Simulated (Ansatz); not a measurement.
**CH6SSi2: one species, many methods**

How much do the methods differ for CH6SSi2? The plan is to run it at one geometry with functionals of several rungs and with coupled cluster. The yardstick is the atomisation energy at the CCSD(T) limit.

Method: functionals in def2-TZVPP, the program's frozen cores in correlated methods; program: Ansatz 0.2.0, Gaussian basis.

Levels to be run: LDA (SPW92), PBE-D4, revPBE-D4, BLYP-D4, r2SCAN-D4, B97M-V, PBE0-D4, B3LYP-D4, r2SCANh-D4, r2SCAN0-D4, HSE06-D4, BHLYP-D4, CAM-B3LYP-D4, LC-ωPBE, ωB97X-V, ωB97M-V, B2PLYP, PBE-QIDH; CCSD(T)/def2-SVP; CCSD(T)/def2-TZVPP; MP2/def2-QZVPP; extrapolation to the limit; RPA on PBE.

## Step 1: The geometry

All runs share one geometry, relaxed beforehand with PBE0-D4 in a triple-zeta def2 set.

10 atoms, charge 0, spin multiplicity 1.

Atoms are counted from 1 here; the program's logs count them from 0.

Bond lengths: C1–Si2 1.862 Å, C1–H5 1.091 Å, C1–H6 1.093 Å, C1–H7 1.093 Å, Si2–Si3 2.246 Å, Si2–S4 2.154 Å, Si2–H8 1.484 Å, Si3–S4 2.156 Å, Si3–H9 1.483 Å, Si3–H10 1.484 Å. Angles: Si2–C1–H5 110.6°, Si2–C1–H6 110.3°, Si2–C1–H7 110.2°, H5–C1–H6 108.8°, H5–C1–H7 108.6°, H6–C1–H7 108.3°, C1–Si2–Si3 124.2°, C1–Si2–S4 116.5°, C1–Si2–H8 112.2°, Si3–Si2–S4 58.6°, Si3–Si2–H8 119.9°, S4–Si2–H8 113.5°, Si2–Si3–S4 58.6°, Si2–Si3–H9 123.5°, Si2–Si3–H10 122.2°, S4–Si3–H9 114.9°, S4–Si3–H10 114.6°, H9–Si3–H10 111.1° and more.

## Step 2: LDA

This LDA is Slater exchange with PW92 correlation.

in.yaml reads:

```yaml
crystal:
  periodic: [false, false, false]
  atoms:
    - {symbol: C, position_ang: [-1.338860, 0.779629, -0.768621]}
    - {symbol: Si, position_ang: [-0.420209, -0.492294, 0.234959]}
    - {symbol: Si, position_ang: [1.740058, -0.316268, 0.822381]}
    - {symbol: S, position_ang: [1.114576, -1.600883, -0.791687]}
    - {symbol: H, position_ang: [-0.640980, 1.400579, -1.331969]}
    - {symbol: H, position_ang: [-1.933204, 1.421996, -0.113825]}
    - {symbol: H, position_ang: [-2.015148, 0.289108, -1.473055]}
    - {symbol: H, position_ang: [-1.336294, -1.346391, 1.031642]}
    - {symbol: H, position_ang: [2.330942, -1.018677, 1.986904]}
    - {symbol: H, position_ang: [2.582218, 0.832000, 0.406272]}
basis:
  gaussian: {orbitals: def2-TZVPP}
hamiltonian: {xc: lda}
output: {orbitals: {seedname: orbitals}}
```

After this run come: PBE-D4 (GGA); revPBE-D4 (GGA); BLYP-D4 (GGA); r2SCAN-D4 (meta-GGA); B97M-V (meta-GGA); PBE0-D4 (hybrid); B3LYP-D4 (hybrid); r2SCANh-D4 (hybrid); r2SCAN0-D4 (hybrid); HSE06-D4 (hybrid); BHLYP-D4 (hybrid); CAM-B3LYP-D4 (range-separated); LC-ωPBE (range-separated); ωB97X-V (range-separated); ωB97M-V (range-separated); B2PLYP (double hybrid); PBE-QIDH (double hybrid); CCSD(T) in def2-SVP; CCSD(T) in def2-TZVPP; MP2 in def2-QZVPP; RPA on PBE orbitals.

**Question.** What will the summary of the whole plan be? Wanted: atomisation energy, CCSD(T)/CBS; farthest beyond LDA; mean size of error, GGA; mean size of error, meta-GGA; mean size of error, hybrid; mean size of error, range-separated; mean size of error, double hybrid; gap, smallest and largest; T1 diagnostic.

**Answer**, as computed:

| quantity | value |
| --- | --- |
| atomisation energy, CCSD(T)/CBS | 34.657 eV |
| functionals within 0.173 eV (0.5 %) | PBE0-D4, r2SCANh-D4, r2SCAN0-D4, HSE06-D4, CAM-B3LYP-D4, ωB97M-V |
| farthest beyond LDA | BHLYP-D4 (-0.727 eV) |
| mean size of error, GGA | 0.377 eV |
| mean size of error, meta-GGA | 0.318 eV |
| mean size of error, hybrid | 0.189 eV |
| mean size of error, range-separated | 0.226 eV |
| mean size of error, double hybrid | 0.402 eV |
| gap, smallest and largest | 4.91 eV (LDA (SPW92)), 11.45 eV (LC-ωPBE) |
| T1 diagnostic | 0.0126 |
| triples share of the correlation energy | 4.4 % |

**Reading.** LDA overbinds by 4.205 eV (12 %). PBE-D4 misses by +0.203 eV. Double hybrids carry the basis error of their MP2 part in triple zeta, and no dispersion term here, so their miss is partly the set-up's. By mean error the best rung here is hybrid (0.189 eV) and the worst beyond LDA is double hybrid (0.402 eV). The gap between the best rungs is small, so their order is not settled. The reference freezes the cores and leaves out relativity and excitations past (T), so misses under about 0.173 eV can't be ranked. Hartree-Fock recovers 74 % of the binding; the rest is correlation. CCSD(T) in def2-SVP is off by -2.542 eV, which most functionals beat. Orbital gaps span 4.9 to 11.4 eV; exact exchange widens them.
